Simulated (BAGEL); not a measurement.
**HF/def2-SVPD (density fitting with qzvpp-jkfit) run of BH2O2F (SMILES OB(O)F)**

What is the electronic atomisation energy of BH2O2F at HF/def2-SVPD (density fitting with qzvpp-jkfit)? 

Program for the calculation: BAGEL 1.2.2.

18 further runs of the same task are left out: 2 that didn't finish, 16 set aside as unsound or not needed.

### 1 The system as given

The species is BH2O2F (6 atoms), meant as a singlet with charge 0. As SMILES, `OB(O)F`. Geometry: relaxed at PBE0-D4/def2-TZVP. This is one conformer, not always the lowest.

Bond lengths: O1–B2 1.360 Å, B2–O3 1.352 Å, B2–F4 1.333 Å, O1–H5 0.960 Å, O3–H6 0.960 Å. Angles: O1–B2–O3 121.6°, O1–B2–F4 120.5°, O3–B2–F4 117.9°, B2–O1–H5 113.1°, B2–O3–H6 112.5°.

### 2 A single-point energy at HF/def2-SVPD (density fitting with qzvpp-jkfit)

Input file input.json:

```json
{ "bagel": [

{
  "title": "molecule",
  "basis": "def2-svpd.json",
  "df_basis": "qzvpp-jkfit",
  "angstrom": true,
  "geometry": [
    { "atom": "O", "xyz": [   -0.477500,    0.971000,   -0.208400 ] },
    { "atom": "B", "xyz": [   -0.023800,   -0.307500,   -0.106500 ] },
    { "atom": "O", "xyz": [    0.989400,   -0.635200,    0.726100 ] },
    { "atom": "F", "xyz": [   -0.573100,   -1.280600,   -0.833200 ] },
    { "atom": "H", "xyz": [   -1.198900,    1.066100,   -0.834300 ] },
    { "atom": "H", "xyz": [    1.326000,    0.122200,    1.210000 ] }
  ]
},
{
  "title": "hf"
},
{
  "title": "print",
  "file": "orbitals.molden",
  "orbitals": true
}

]}
```

The basis set def2-SVPD is read from a file made from the Basis Set Exchange's data (not shown).

On the command line:

```console
$ BAGEL_NUM_THREADS=1 BAGEL input.json > input.out
```

Standard output:

```text
* using 1 threads per process

  ===============================================================
  ===============================================================

  *** Geometry ***

  { "atom" : "O", "xyz" : [     -0.902344,      1.834924,     -0.393819 ] },
  { "atom" : "B", "xyz" : [     -0.044975,     -0.581091,     -0.201256 ] },
  { "atom" : "O", "xyz" : [      1.869695,     -1.200354,      1.372130 ] },
  { "atom" : "F", "xyz" : [     -1.083002,     -2.419983,     -1.574520 ] },
  { "atom" : "H", "xyz" : [     -2.265593,      2.014637,     -1.576599 ] },
  { "atom" : "H", "xyz" : [      2.505777,      0.230925,      2.286569 ] },

  Number of auxiliary basis functions:      342

  Since a DF basis is specified, we compute 2- and 3-index integrals:
    o Being stored without compression. Storage requirement is 0.030 GB

  Number of basis functions:      105
  Number of electrons      :       32

    * METHOD: MOLECULE                             0.13

  *** RHF ***

  === Nuclear Repulsion ===
   114.4985531701

      * DIIS with orbital gradients will be used.

  === RHF iteration (def2-svpd.json) ===
      0       -274.62247632          0.02581921           0.05
      1       -274.87682917          0.01753818           0.05
      2       -274.99968627          0.00152959           0.05
[... 9 lines of this table left out ...]
     12       -275.00095009          0.00000000           0.05
    * SCF iteration converged.

    * Permanent dipole moment:
           (    0.185321,    -0.766331,    -0.016646) a.u.

    * METHOD: HF                                   0.75

    * METHOD: PRINT                                0.02

  ===============================================================
```

Run time: 1.2 s. Hardware: 1 thread of Arm Neoverse V2, shared host; peak memory 0.099 GiB.

### 3 The B atom at the same level

Input file hf.json:

```json
{ "bagel": [

{
  "title": "molecule",
  "basis": "def2-svpd.json",
  "df_basis": "qzvpp-jkfit",
  "angstrom": true,
  "geometry": [
    { "atom": "B", "xyz": [       0.000000,       0.000000,       0.000000 ] }
  ]
},

{
  "title": "uhf",
  "charge": 0,
  "nopen": 1
},

{
  "title": "print",
  "file": "orbitals.molden",
  "orbitals": true
}

]}
```

The basis set def2-SVPD is read from a file made from the Basis Set Exchange's data (not shown).

On the command line:

```console
$ BAGEL_NUM_THREADS=1 BAGEL hf.json > hf.out
```

Standard output:

```text
* using 1 threads per process

  ===============================================================
  ===============================================================

  *** Geometry ***

  { "atom" : "B", "xyz" : [      0.000000,      0.000000,      0.000000 ] },

  Number of auxiliary basis functions:       75

  Since a DF basis is specified, we compute 2- and 3-index integrals:
    o Being stored without compression. Storage requirement is 0.000 GB

  Number of basis functions:       20
  Number of electrons      :        5

    * METHOD: MOLECULE                             0.01

  *** Open-shell HF ***

  === Nuclear Repulsion ===
     0.0000000000

      * DIIS with orbital gradients will be used.

  === UHF iteration (def2-svpd.json) ===
      0        -24.48841018          0.00809830           0.00
      1        -24.49841777          0.00395205           0.00
      2        -24.50065512          0.00197252           0.00
      3        -24.50140566          0.00015647           0.00
      4        -24.50142137          0.00002038           0.00
      5        -24.50142201          0.00000441           0.00
      6        -24.50142212          0.00000166           0.00
      7        -24.50142213          0.00000007           0.00
      8        -24.50142213          0.00000001           0.00
      9        -24.50142213          0.00000000           0.00
    * SCF iteration converged.

    * S^2 (UHF) is 0.7599

    * Permanent dipole moment:
           (   -0.000000,    -0.000000,     0.000000) a.u.

    * METHOD: UHF                                  0.02

    * METHOD: PRINT                                0.00

  ===============================================================
```

Wall time 0.26 s (1 thread of Arm Neoverse V2, shared host).

### 4 The F atom at the same level

Input file calc.json:

```json
{ "bagel" : [

{
  "title" : "molecule",
  "basis" : "def2-svpd.json",
  "df_basis" : "qzvpp-jkfit",
  "angstrom" : true,
  "geometry" : [
    { "atom" : "F", "xyz" : [       0.000000,       0.000000,       0.000000 ] }
  ]
},

{ "title" : "uhf", "nopen" : 1 },

{ "title" : "print", "file" : "orbitals.molden", "orbitals" : true }

]}
```

The basis set def2-SVPD is read from a file made from the Basis Set Exchange's data (not shown).

Run the same way, it converges to -99.28954 Eh (log not shown).

### 5 The H atom at the same level

Input file input.json:

```json
{ "bagel": [

{
  "title": "molecule",
  "basis": "def2-svpd.json",
  "df_basis": "qzvpp-jkfit",
  "angstrom": true,
  "geometry": [
    { "atom": "H", "xyz": [       0.000000,       0.000000,       0.000000 ] }
  ]
},

{ "title": "uhf", "nopen": 1 },

{ "title": "print", "file": "orbitals.molden", "orbitals": true }

]}
```

The basis set def2-SVPD is read from a file made from the Basis Set Exchange's data (not shown).

Run the same way, it converges to -0.49928 Eh (log not shown).

### 6 The O atom at the same level

Input file input.json:

```json
{ "bagel" : [

{
  "title" : "molecule",
  "basis" : "def2-svpd.json",
  "df_basis" : "qzvpp-jkfit",
  "angstrom" : true,
  "geometry" : [
    { "atom" : "O", "xyz" : [    0.000000,    0.000000,    0.000000 ] }
  ]
},
{ "title" : "uhf", "nopen" : 2 },
{ "title" : "print", "file" : "orbitals.molden", "orbitals" : true }

]}
```

The basis set def2-SVPD is read from a file made from the Basis Set Exchange's data (not shown).

Run the same way, it converges to -74.72419 Eh (log not shown).

### 7 Summary of results

Level: HF/def2-SVPD (density fitting with qzvpp-jkfit).

| quantity | value |
| --- | --- |
| molecule: total energy | -275.00095 Eh |
| molecule: dipole moment | 2.00 D |
| molecule: HOMO energy | -14.36 eV |
| molecule: LUMO energy | 1.51 eV |
| molecule: HOMO–LUMO gap | 15.87 eV |
| B atom: total energy | -24.50142 Eh |
| B atom: dipole moment | 0.00 D |
| B atom: ⟨S²⟩ | 0.760 |
| F atom: total energy | -99.28954 Eh |
| F atom: dipole moment | 0.00 D |
| F atom: ⟨S²⟩ | 0.754 |
| H atom: total energy | -0.49928 Eh |
| H atom: dipole moment | 0.00 D |
| H atom: ⟨S²⟩ | 0.750 |
| O atom: total energy | -74.72419 Eh |
| O atom: dipole moment | 0.00 D |
| O atom: ⟨S²⟩ | 2.009 |
| electronic atomisation energy | 20.764 eV |

In words: Taking the molecule apart into free atoms costs 20.76 eV (2003 kJ/mol), before zero-point energy and without spin-orbit coupling. Hartree–Fock lacks the correlation of the bonding pairs, which as a rule makes this value much too low; in minimal bases other errors can mask that.
